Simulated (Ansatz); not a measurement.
# FeB4: the cost of one run

Program: Ansatz 0.2.0. Level of theory: DFT PBEsol, scalar-relativistic, plane waves, PAW. These are calculated values, not measurements.

1 further run of the same task is left out (set aside as unsound or not needed).

## Step 1: The starting structure

Symmetry: Pnnm, No. 58, orthorhombic system. The conventional cell has a = 4.519 Å, b = 5.279 Å, c = 3.006 Å, α = 90.00°, β = 90.00°, γ = 90.00°. Fe (site symmetry 2/m) is surrounded by 12 B at 2.00 to 2.25 Å. Around B (site symmetry m) lie 4 B at 1.70 to 1.88 Å and 3 Fe at 2.00 to 2.13 Å. B (site symmetry m) is surrounded by 5 B at 1.70 to 1.98 Å and 3 Fe at 2.10 to 2.25 Å.

Coordinates:

```xyz
10
Lattice="4.5187 0.0000 0.0000 0.0000 5.2790 0.0000 0.0000 0.0000 3.0055" Properties=species:S:1:pos:R:3 pbc="T T T"
Fe    0.0000    0.0000    0.0000
Fe    2.2594    2.6395    1.5028
B     1.1255    1.6515    0.0000
B     3.3933    3.6274    0.0000
B     3.3848    0.9879    1.5028
B     1.1339    4.2910    1.5028
B     1.5315    0.6699    1.5028
B     2.9873    4.6090    1.5028
B     3.7908    1.9696    0.0000
B     0.7279    3.3094    0.0000
```

It is the result of an earlier relaxation at this level (volume 7.17 Å³/atom; gap on the mesh: none (metal)).

## Step 2: Relaxing with PBEsol

Input file input.yaml:

```yaml
crystal:
  lattice:
    - [4.5187340028, 0.0, 0.0]
    - [0.0, 5.2789548199, 0.0]
    - [0.0, 0.0, 3.005531944]
  atoms:
    - { symbol: Fe, position: [0.0, 0.0, 0.0] }
    - { symbol: Fe, position: [0.5, 0.5, 0.5] }
    - { symbol: B, position: [0.2490645748, 0.3128547332, 0.0] }
    - { symbol: B, position: [0.7509354252, 0.6871452668, 0.0] }
    - { symbol: B, position: [0.7490645748, 0.1871452668, 0.5] }
    - { symbol: B, position: [0.2509354252, 0.8128547332, 0.5] }
    - { symbol: B, position: [0.3389137806, 0.1269040955, 0.5] }
    - { symbol: B, position: [0.6610862194, 0.8730959045, 0.5] }
    - { symbol: B, position: [0.8389137806, 0.3730959045, 0.0] }
    - { symbol: B, position: [0.1610862194, 0.6269040955, 0.0] }
basis:
  ecutwfc: 420
kpoints:
  mp_grid: { grid: [8, 8, 12] }
hamiltonian:
  xc: pbesol
scf:
  occupations: { method: gaussian, width: 0.1 }
output:
  forces: true
  stress: true
  eigenvalues: true
  write_density: true
  write_potential: true
  elf: true
  volumetric_format: npy
relax:
  adjacent_minimum: "off"
  f_tol: 0.005
  max_steps: 50
  cell: { stress_tol: 0.05 }
```

Started as:

```
$ ansatz run input.yaml --threads 2 --pin off --max-ram 5120MiB --backend cpu --events-out ev --progress --plain --runs-dir out
```

**Question.** How long does this run take on 2 threads of AMD EPYC 7B13 (Zen 3), shared host, and how much memory does it need?

About 90 s, with a peak of 0.71 GiB.
